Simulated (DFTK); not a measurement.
Here is a DFTK 0.8.2 calculation.

File run.jl:

```julia
using DFTK
using PseudoPotentialData
using Unitful, UnitfulAtomic
using LinearAlgebra, Printf
include("save.jl")
disable_threading()

# lattice vectors are the columns
lattice = austrip(1u"Å") * [      1.816178       1.816178            0.0;
                -2.117624       2.117624            0.0;
                      0.0            0.0       3.803934]
symbols   = [:Ti, :Si]
positions = [[0.5, 0.5, 0.0],
             [0.0, 0.0, 0.5]]
pseudopotentials = PseudoFamily("dojo.nc.sr.pbesol.v0_4_1.standard.upf")
elements = Dict(s => ElementPsp(s, pseudopotentials) for s in unique(symbols))
atoms    = [elements[s] for s in symbols]

build_model(lattice, positions; symmetries=true) =
    model_DFT(lattice, atoms, positions;
              functionals=PBEsol(),
              temperature=austrip(0.05u"eV"),
              smearing=Smearing.FermiDirac(),
              symmetries)
Ecut  = 42.0  # hartree
kgrid = [10, 10, 7]
tol   = 1e-6
to_GPa = ustrip(uconvert(u"GPa", 1u"hartree/bohr^3"))

model = build_model(lattice, positions)
basis = PlaneWaveBasis(model; Ecut, kgrid)
display(basis)
scfres = self_consistent_field(basis;
                               tol,
                               nbandsalg=AdaptiveBands(model; n_bands_converge=13))
display(scfres.energies)
@printf "Fermi level: %.6f eV\n" ustrip(auconvert(u"eV", something(scfres.εF, NaN)))
forces = compute_forces_cart(scfres)
println("Forces (eV/Å)")
for (s, f) in zip(symbols, forces)
    @printf "%-3s %12.6f %12.6f %12.6f\n" s ustrip.(auconvert.(u"eV/Å", f))...
end
stress = compute_stresses_cart(scfres)
println("Stress (GPa)")
display(round.(stress * to_GPa; digits=4))
println("Levels at the first k-point (eV): ", round.(ustrip.(auconvert.(u"eV", scfres.eigenvalues[1][1:scfres.n_bands_converge])); digits=4))
save_scf!(scfres; forces, stress)
```

Potentials or basis: dojo.nc.sr.pbesol.v0_4_1.standard.upf (PBEsol).

The run is started by

```bash
$ julia --threads=1 run.jl  # save.jl only writes the numbers to a file and isn't shown; printed stress counts tension as positive; times include loading and compiling
```

Question: Estimate the band gap on the k mesh.

Answer: None (metal or under the smearing width).

Question: Predict the pressure.

Answer: -4.4 GPa.

Stress tensor (GPa, compression positive):
```
-4.77  0.00  0.00
 0.00 -4.38  0.00
 0.00  0.00 -3.90
```
